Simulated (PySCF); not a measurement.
**A diatomic session: KB**

An exercise on one series of results from a longer session: the logs are not shown, and one member is left open.

Computed with PySCF 2.14.0. Level: K x2c-SVPall, B x2c-SVPall, spin-free X2C with a Gaussian nucleus.

Set-up of the first run:

A driver script around PySCF takes these settings:

* atoms: K, B
* charge: 0
* basis: K x2c-SVPall, B x2c-SVPall
* Hamiltonian: spin-free X2C with a Gaussian nucleus
* basis functions: 38
* electrons treated: 24
* masses in u: 38.9637, 11.0093
* levels: PBE0, PBE, r²SCAN, BLYP, MN15, PW91, ωB97X, HF, MP2, SCS-MP2, CCSD, CCSD(T)
* grid: 80 radial by 434 angular points
* occupations: held fixed by the projection of orbital angular momentum
* dissociation limit: K + B, each in its ground configuration
* starting distance in angstrom: 2.760
* values of 2S to try: 0, 2

The run is started by

```sh
> OMP_NUM_THREADS=1 python dia.py task.json out
```

Among the steps run: Set-up; PBE0 along the bond; Excited determinants; PBE; r²SCAN (meta-GGA); BLYP; MN15 (hybrid meta-GGA); PW91; ωB97X; UHF (mean field); MP2 and coupled cluster.

One of the session's tables, all rows but one given; the rest of the session is left out.

It belongs to the step «The curves together». Energy (eV) from each level's lowest point:

```
R (Å)    UHF  UHF-MP2  UHF-SCS-MP2  UHF-CCSD  UHF-CCSD(T)
2.472  0.424    0.348        0.352       n/a          n/a
2.587  0.204    0.160        0.162     0.163        0.163
2.702  0.076    0.054        0.055     0.058        0.058
2.788  0.024    0.014        0.015     0.017        0.017
2.874  0.001    0.000        0.000     0.000        0.000
2.960      ?        ?            ?         ?            ?
3.075  0.023    0.031        0.031     0.022        0.021
3.219  0.077    0.086        0.087     0.068        0.066
3.391  0.154    0.167        0.167     0.134        0.133
3.621  0.233    0.296        0.274       n/a          n/a
```

**Question.** Estimate the row for R (Å) = 2.960.

Worked estimate for «UHF». A straight line through the neighbours (2.874, 0.001) and (3.075, 0.023) gives 0.001 + (0.023 − 0.001) × (2.960 − 2.874) / (3.075 − 2.874) = 0.010; a parabola fitted to 4 rows on both sides gives 0.002.

As computed: UHF: 0.000; UHF-MP2: 0.004; UHF-SCS-MP2: 0.004; UHF-CCSD: 0.001; UHF-CCSD(T): 0.001. In «UHF» the line misses by +0.010 and the parabola by +0.002.
